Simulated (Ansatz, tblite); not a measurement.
# BCl2(vinyl) (C2H3BCl2): spin states and exact exchange

Aim: set other spin states of BCl2(vinyl) (C2H3BCl2) against its singlet, on many levels of theory.

Program: Ansatz 0.2.0, Gaussian basis. Level of theory: as each input shows. These are calculated values, not measurements.

Plan: triplet, at the geometry of the singlet (GFN1-xTB, GFN2-xTB, PBE0-D4/def2-TZVP, PBE-D4/def2-TZVP, r2SCAN-D4/def2-TZVP); the singlet's energies come from earlier runs.

**1. The geometry**

The singlet was relaxed beforehand with PBE-D4/def2-SVP.

8 atoms, charge 0, spin multiplicity 1.

Bond lengths: B1–Cl2 1.765 Å, B1–Cl3 1.768 Å, B1–C4 1.549 Å, C4–C5 1.353 Å, C4–H6 1.105 Å, C5–H7 1.104 Å, C5–H8 1.103 Å. Angles: Cl2–B1–Cl3 118.0°, Cl2–B1–C4 120.1°, Cl3–B1–C4 121.9°, B1–C4–C5 123.6°, B1–C4–H6 117.9°, C5–C4–H6 118.5°, C4–C5–H7 120.9°, C4–C5–H8 122.3°, H7–C5–H8 116.8°.

As a file:

```mol
C2H3BCl2
  3D, bonds by distance, orders not assigned

  8  7  0  0  0  0  0  0  0  0999 V2000
    0.7003    0.9511   -0.3693 B   0  0
    2.0053    1.3060   -1.5031 Cl  0  0
    0.0884    2.2723    0.6330 Cl  0  0
    0.1238   -0.4829   -0.2729 C   0  0
   -0.8730   -0.8339    0.5723 C   0  0
    0.5531   -1.2586   -0.9319 H   0  0
   -1.3304   -0.0914    1.2486 H   0  0
   -1.2677   -1.8626    0.6232 H   0  0
  1  2  8  0
  1  3  8  0
  1  4  8  0
  4  5  8  0
  4  6  8  0
  5  7  8  0
  5  8  8  0
M  END
```

**2. Triplet at the fixed geometry, GFN1-xTB**

Tight binding, by tblite at 300 K electronic temperature and without a spin-polarisation term:

```python
tblite.interface.Calculator('GFN1-xTB', numbers, positions, charge=0, uhf=2).singlepoint()
```

Energy -425.9403 eV; 0.004 s.

**3. Triplet at the fixed geometry, GFN2-xTB**

Tight binding, by tblite at 300 K electronic temperature and without a spin-polarisation term:

```python
tblite.interface.Calculator('GFN2-xTB', numbers, positions, charge=0, uhf=2).singlepoint()
```

Energy -436.2967 eV; 0.004 s.

**4. Triplet at the fixed geometry, PBE0-D4/def2-TZVP**

Contents of in.yaml:

```yaml
crystal:
  periodic: [false, false, false]
  atoms:
    - {symbol: B, position_ang: [0.700340, 0.951144, -0.369253]}
    - {symbol: Cl, position_ang: [2.005304, 1.306044, -1.503087]}
    - {symbol: Cl, position_ang: [0.088444, 2.272304, 0.632968]}
    - {symbol: C, position_ang: [0.123836, -0.482936, -0.272876]}
    - {symbol: C, position_ang: [-0.872951, -0.833895, 0.572323]}
    - {symbol: H, position_ang: [0.553112, -1.258613, -0.931933]}
    - {symbol: H, position_ang: [-1.330408, -0.091421, 1.248598]}
    - {symbol: H, position_ang: [-1.267668, -1.862617, 0.623249]}
basis:
  gaussian: {orbitals: def2-TZVP}
magnetization: {spin_polarized: true, initial_magnetization: 2}
hamiltonian: {xc: pbe0, dispersion: d4}
scf: {omitted_lower_state_checks: [starts]}
output: {orbitals: {seedname: orbitals}}
```

The run is started by

```console
$ ansatz run in.yaml --threads 2 --pin off --events-out ev --progress --plain --max-ram 4352MiB
```

The log of the run:

```text
Functional definition: PBE0
  name "PBE0"
  cite "Adamo & Barone, J. Chem. Phys. 110, 6158 (1999) doi:10.1063/1.478522"
  cite "Perdew, Burke & Ernzerhof, Phys. Rev. Lett. 77, 3865 (1996) doi:10.1103/PhysRevLett.77.3865"
  parent pbe
  parameter a = 0.25
  parameter kappa = 0.804
  parameter beta = 0.06672455060314922
  exchange = (1 - a)*pbe_x(kappa = kappa, mu = beta*pi^2/3) + a*exact_x
  correlation = pbe_c(beta = beta)
these checks for a lower state are left out or cut short: starts
1197 factors; their error is unknown
mean field evaluation 1: about -27817.2369 eV, gradient 4.9e1 eV
mean field evaluation 2: about -27733.5758 eV, gradient 1.1e2 eV
mean field evaluation 4: about -27829.4421 eV, gradient 2.2e1 eV
mean field evaluation 8: about -27832.7444 eV, gradient 4.3e-1 eV
mean field evaluation 16: about -27832.8148 eV, gradient 3.9e-3 eV
mean field -27832.81475733 eV, -1022.8370765724 hartree, gradient 2.7e-5 eV, S^2 2.007020; 0 other end points of the search recorded, 0 dependent functions left out
reference -27832.81478705 eV, -1022.8370776645 hartree; 28, 26 occupied and 157, 159 virtual orbitals, 1197 factors
Total energy: -27832.98877576 eV, -1022.8434716319 hartree
Checks for a lower state left out: starts
```

It took 4.1 s on 2 threads of Intel Xeon 6975P-C, shared host; peak memory 0.56 GiB.

From the report: HOMO -5.13 eV, LUMO -5.49 eV (over both spins; with the spin held, an empty level of the minority spin lies below the top filled one); ⟨S²⟩ 2.007 (pure: 2.00).

**5. Triplet at the fixed geometry, PBE-D4/def2-TZVP**

start.molden holds the orbitals of an earlier run on this state, given as this run's starting guess.

in.yaml, as its differences from that of step 4:

```diff
@@ -12,5 +12,5 @@
 basis:
-  gaussian: {orbitals: def2-TZVP}
+  gaussian: {orbitals: def2-TZVP, initial_orbitals: start.molden}
 magnetization: {spin_polarized: true, initial_magnetization: 2}
-hamiltonian: {xc: pbe0, dispersion: d4}
+hamiltonian: {xc: pbe, dispersion: d4}
 scf: {omitted_lower_state_checks: [starts]}
```

Same command.

The log of the run:

```text
Functional definition: PBE
  name "PBE"
  cite "Perdew, Burke & Ernzerhof, Phys. Rev. Lett. 77, 3865 (1996) doi:10.1103/PhysRevLett.77.3865"
  parent pbe
  parameter kappa = 0.804
  parameter beta = 0.06672455060314922
  exchange = pbe_x(kappa = kappa, mu = beta*pi^2/3)
  correlation = pbe_c(beta = beta)
these checks for a lower state are left out or cut short: starts
1173 factors; their error is unknown
mean field evaluation 1: about -27830.2175 eV, gradient 9.1e0 eV
mean field evaluation 2: about -27830.3389 eV, gradient 2.8e-1 eV
mean field evaluation 4: about -27830.3172 eV, gradient 2.5e-2 eV
mean field evaluation 8: about -27830.3172 eV, gradient 2.7e-5 eV
mean field -27830.31716455 eV, -1022.7452917305 hartree, gradient 2.4e-5 eV, S^2 2.005263; 0 other end points of the search recorded, 0 dependent functions left out
reference -27830.31720433 eV, -1022.7452931925 hartree; 28, 26 occupied and 157, 159 virtual orbitals, 1173 factors
Total energy: -27830.52265935 eV, -1022.7528435251 hartree
Checks for a lower state left out: starts
```

It took 3.3 s on 2 threads of Intel Xeon 6975P-C, shared host.

From the report: HOMO -4.01 eV, LUMO -6.73 eV (over both spins; with the spin held, an empty level of the minority spin lies below the top filled one); ⟨S²⟩ 2.005 (pure: 2.00).

**6. Triplet at the fixed geometry, r2SCAN-D4/def2-TZVP**

in.yaml, as its differences from that of step 5:

```diff
@@ -14,3 +14,3 @@
 magnetization: {spin_polarized: true, initial_magnetization: 2}
-hamiltonian: {xc: pbe, dispersion: d4}
+hamiltonian: {xc: r2scan, dispersion: d4}
 scf: {omitted_lower_state_checks: [starts]}
```

The command is unchanged.

The log of the run:

```text
Functional definition: r2SCAN
  name "r2SCAN"
  cite "Furness, Kaplan, Ning, Perdew & Sun, J. Phys. Chem. Lett. 11, 8208 (2020) doi:10.1021/acs.jpclett.0c02405"
  cite "Furness, Kaplan, Ning, Perdew & Sun, J. Phys. Chem. Lett. 11, 9248 (2020) doi:10.1021/acs.jpclett.0c03077"
  parent r2scan
  parameter k0 = 0.174
  parameter k1 = 0.065
  parameter a1 = 4.9479
  exchange = r2scan_x(k0 = k0, k1 = k1, a1 = a1)
  correlation = r2scan_c
these checks for a lower state are left out or cut short: starts
1173 factors; their error is unknown
mean field evaluation 1: about -27841.3573 eV, gradient 6.5e0 eV
mean field evaluation 2: about -27841.4003 eV, gradient 9.0e-2 eV
mean field evaluation 4: about -27841.3752 eV, gradient 1.8e-3 eV
mean field -27841.37523355 eV, -1023.1516682711 hartree, gradient 7.6e-5 eV, S^2 2.010329; 0 other end points of the search recorded, 0 dependent functions left out
reference -27841.37524632 eV, -1023.1516687404 hartree; 28, 26 occupied and 157, 159 virtual orbitals, 1173 factors
Total energy: -27841.42450587 eV, -1023.1534789955 hartree
Checks for a lower state left out: starts
```

Run time: 4.7 s. Hardware: 2 threads of Intel Xeon 6975P-C, shared host.

From the report: HOMO -4.37 eV, LUMO -6.20 eV (over both spins; with the spin held, an empty level of the minority spin lies below the top filled one); ⟨S²⟩ 2.010 (pure: 2.00).

**7. Triplet less singlet, vertical**

The singlet's energies are those of its earlier runs, whose logs aren't repeated here.

```tsv
level	triplet less singlet, vertical (kcal/mol)	time
GFN1-xTB	+93.6	0.011 s
GFN2-xTB	+83.0	0.01 s
PBE-D4/def2-TZVP	+81.7	5.3 s
r2SCAN-D4/def2-TZVP	+76.4	7.4 s
PBE0-D4/def2-TZVP	+79.2	6.5 s
```

Times add the two runs; a level without a time comes out of a correlated run. Tight binding without a spin term can't rank spin states.

**8. Outcome**

| quantity | value |
| --- | --- |
| triplet less singlet, vertical, functionals in def2-TZVP | +76.4 (r2SCAN-D4) to +81.7 kcal/mol (PBE-D4) |

In words: All functionals put the triplet above the singlet, over a spread of 5.3 kcal/mol. The checks for a lower triplet were left out, so another state of that spin may lie lower. These are electronic energies, without zero-point motion, entropy or surroundings.
